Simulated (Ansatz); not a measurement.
# CH2BF3: one species, many methods

One table from this session's results is given with a row withheld; the runs are named, their logs left out.

Method: functionals in def2-TZVPP, the program's frozen cores in correlated methods; program: Ansatz 0.2.0, Gaussian basis.

The runs, in order: LDA (SPW92), PBE-D4, revPBE-D4, BLYP-D4, r2SCAN-D4, B97M-V, PBE0-D4, B3LYP-D4, r2SCANh-D4, r2SCAN0-D4, HSE06-D4, BHLYP-D4, CAM-B3LYP-D4, LC-ωPBE, ωB97X-V, ωB97M-V, B2PLYP, PBE-QIDH; CCSD(T)/def2-SVP; CCSD(T)/def2-TZVPP; MP2/def2-QZVPP; extrapolation to the limit; RPA on PBE.

### Structure used throughout

An earlier PBE0-D4 in a triple-zeta def2 set relaxation fixed the geometry.

SMILES `BC(F)(F)F`, 7 atoms, charge 0, spin multiplicity 1.

Atoms are counted from 1 here; the program's logs count them from 0.

Bond lengths: B1–C2 1.596 Å, B1–H6 1.188 Å, B1–H7 1.188 Å, C2–F3 1.340 Å, C2–F4 1.340 Å, C2–F5 1.356 Å. Angles: C2–B1–H6 118.4°, C2–B1–H7 118.3°, H6–B1–H7 123.2°, B1–C2–F3 114.9°, B1–C2–F4 114.9°, B1–C2–F5 105.4°, F3–C2–F4 106.7°, F3–C2–F5 107.2°, F4–C2–F5 107.2°.

Set-up of the first run:

The input, in.yaml:

```yaml
crystal:
  periodic: [false, false, false]
  atoms:
    - {symbol: B, position_ang: [-0.645984, 0.517856, -0.478698]}
    - {symbol: C, position_ang: [0.401492, -0.396891, 0.305259]}
    - {symbol: F, position_ang: [0.019851, -0.762651, 1.536906]}
    - {symbol: F, position_ang: [0.761008, -1.518097, -0.335098]}
    - {symbol: F, position_ang: [1.515885, 0.364160, 0.439373]}
    - {symbol: H, position_ang: [-1.356419, 1.230530, 0.153125]}
    - {symbol: H, position_ang: [-0.634633, 0.497094, -1.666668]}
basis:
  gaussian: {orbitals: def2-TZVPP}
hamiltonian: {xc: lda}
output: {orbitals: {seedname: orbitals}}
```

Among the steps run: LDA; PBE-D4 (GGA); revPBE-D4 (GGA); BLYP-D4 (GGA); r2SCAN-D4 (meta-GGA); B97M-V (meta-GGA); PBE0-D4 (hybrid); B3LYP-D4 (hybrid); r2SCANh-D4 (hybrid); r2SCAN0-D4 (hybrid); HSE06-D4 (hybrid); BHLYP-D4 (hybrid); CAM-B3LYP-D4 (range-separated); LC-ωPBE-D4 (range-separated; the results give it without D4); ωB97X-V (range-separated); ωB97M-V (range-separated); B2PLYP (double hybrid); PBE-QIDH (double hybrid).

One of the session's tables, all rows but one given; the rest of the session is left out.

It belongs to the step «Frontier levels by functional». 

```
  functional  HOMO (eV)  LUMO (eV)  gap (eV)
 LDA (SPW92)      -8.61      -4.15      4.46
      PBE-D4      -8.42      -3.77      4.65
   revPBE-D4      -8.34      -3.62      4.72
     BLYP-D4          ?          ?         ?
   r2SCAN-D4      -8.79      -3.40      5.40
      B97M-V      -8.94      -3.51      5.42
     PBE0-D4     -10.11      -2.73      7.37
    B3LYP-D4      -9.91      -3.00      6.91
  r2SCANh-D4      -9.42      -3.04      6.38
  r2SCAN0-D4     -10.36      -2.51      7.85
    HSE06-D4      -9.70      -3.12      6.57
    BHLYP-D4     -11.80      -1.69     10.11
CAM-B3LYP-D4     -11.67      -1.64     10.03
     LC-ωPBE     -12.95      -0.31     12.64
     ωB97X-V     -12.60      -0.43     12.18
     ωB97M-V     -12.50      -0.71     11.79
```

Q: Estimate the row for BLYP-D4 from the others.

Worked estimate for «HOMO (eV)». Against the share of exact exchange, B3LYP-D4 (0.2, -9.91), BHLYP-D4 (0.5, -11.80) give a slope of -6.30 per unit share; at 0 the line stands at -8.65.

**Answer.** HOMO (eV): -8.39; LUMO (eV): -3.65; gap (eV): 4.74. In «HOMO (eV)» the line misses by -0.26.
